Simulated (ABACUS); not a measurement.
Crystal: BiTe.

```
Bi Te
1.0
     2.42271    1.39875    3.31729
    -2.42271    1.39875    3.31729
     0.00000   -2.79750    3.31729
Bi Te
1 1
Direct
  0.50000 0.50000 0.50000
  0.00000 0.00000 0.00000
```

The cell comes from a database or a generator and needn't be the stable form of this composition.

```yaml
Program: ABACUS 3.10.1
Task: single point
Functional: PBE
Potentials_or_basis: PseudoDojo NC SR 0.4.1 PBE standard
Cutoff: 1129 eV
Density_cutoff: 4517 eV
Basis: plane waves
k_mesh: 7 × 7 × 7
Occupations: fermi-dirac, width 0.05 eV
Spin: no spin polarisation
```

On this cell: pressure 0.2 GPa; largest force under 0.003 eV/Å; band gap on the k mesh none (metal or under the smearing width).

The same run follows on a disturbed copy (atoms moved at random, drawn with an rms of 0.05 Å):

```
CELL_PARAMETERS angstrom
2.42271 1.39875 3.31729
-2.42271 1.39875 3.31729
0.00000 -2.79750 3.31729
ATOMIC_POSITIONS crystal
Bi 0.50449 0.49986 0.49761
Te 0.99451 0.00737 0.00473
```

Problem. What changes?

Solution. The energy (extrapolated to zero smearing) moves by +1.2 meV/atom; pressure 0.2 GPa; largest force 0.098 eV/Å; band gap on the k mesh none (metal or under the smearing width).

Forces in eV/Å, atoms in the order of the input:
```
Bi  -0.085 -0.047  0.014
Te   0.085  0.047 -0.014
```

Stress tensor (GPa, compression positive):
```
 0.29  0.02 -0.02
 0.02  0.27 -0.01
-0.02 -0.01  0.16
```

Caveats: spin-orbit coupling is left out, which moves the levels of the heavy elements.
